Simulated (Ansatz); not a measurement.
# TiH₄Se₄: small, medium and large basis sets

How large a basis does TiH₄Se₄ need? Two functionals are run in growing sets.

Method: one geometry, several basis sets; program: Ansatz 0.2.0, Gaussian basis.

Levels to be run: PBE0-D4/def2-SVP; ωB97M-V/def2-SVP; PBE0-D4/def2-QZVPP; ωB97M-V/def2-QZVPP; the functionals' def2-TZVPP values are taken from earlier runs.

## 1. The relaxed structure

All runs share one geometry, relaxed beforehand with PBE0-D4 in a triple-zeta def2 set.

9 atoms, charge 0, spin multiplicity 1.

Atoms are counted from 1 here; the program's logs count them from 0.

Bond lengths: Se1–Ti2 2.397 Å, Se1–H6 1.473 Å, Ti2–Se3 2.397 Å, Ti2–Se4 2.406 Å, Ti2–Se5 2.406 Å, Se3–H7 1.473 Å, Se4–H8 1.476 Å, Se5–H9 1.476 Å. Angles: Ti2–Se1–H6 89.7°, Se1–Ti2–Se3 105.2°, Se1–Ti2–Se4 106.8°, Se1–Ti2–Se5 113.7°, Se3–Ti2–Se4 113.8°, Se3–Ti2–Se5 106.6°, Se4–Ti2–Se5 110.8°, Ti2–Se3–H7 89.7°, Ti2–Se4–H8 88.0°, Ti2–Se5–H9 88.1°.

## 2. PBE0-D4 in def2-SVP

The input, in.yaml:

```yaml
crystal:
  periodic: [false, false, false]
  atoms:
    - {symbol: Se, position_ang: [-0.490577, 1.351396, -2.191050]}
    - {symbol: Ti, position_ang: [0.200078, 0.093636, -0.270568]}
    - {symbol: Se, position_ang: [2.544246, -0.296127, -0.586101]}
    - {symbol: Se, position_ang: [-1.124405, -1.914921, -0.243008]}
    - {symbol: Se, position_ang: [-0.024125, 1.293187, 1.802956]}
    - {symbol: H, position_ang: [-1.330005, 2.196891, -1.324704]}
    - {symbol: H, position_ang: [2.386689, -1.651973, -0.031755]}
    - {symbol: H, position_ang: [-0.593211, -2.185185, 1.107211]}
    - {symbol: H, position_ang: [-1.480190, 1.066898, 1.720022]}
basis:
  gaussian: {orbitals: def2-SVP}
hamiltonian: {xc: pbe0, dispersion: d4}
output: {orbitals: {seedname: orbitals}}
```

On the command line:

```
$ ansatz run in.yaml --threads 2 --pin off --events-out ev --progress --plain --max-ram 32768MiB --backend cpu
```

The runs that follow: ωB97M-V in def2-SVP; PBE0-D4 in def2-QZVPP; ωB97M-V in def2-QZVPP.

Q: Predict the results of all the runs planned. Wanted: PBE0-D4: double and triple zeta above quadruple; ωB97M-V: double and triple zeta above quadruple.

The runs gave:

| quantity | value |
| --- | --- |
| PBE0-D4: double and triple zeta above quadruple | 41.10, 5.93 eV |
| ωB97M-V: double and triple zeta above quadruple | 40.76, 5.73 eV |

In words: For PBE0-D4 the step from double to triple zeta gains 35.17 eV and the next only 5.93 eV. Total energies overstate the basis error of differences, where much of it tends to cancel.
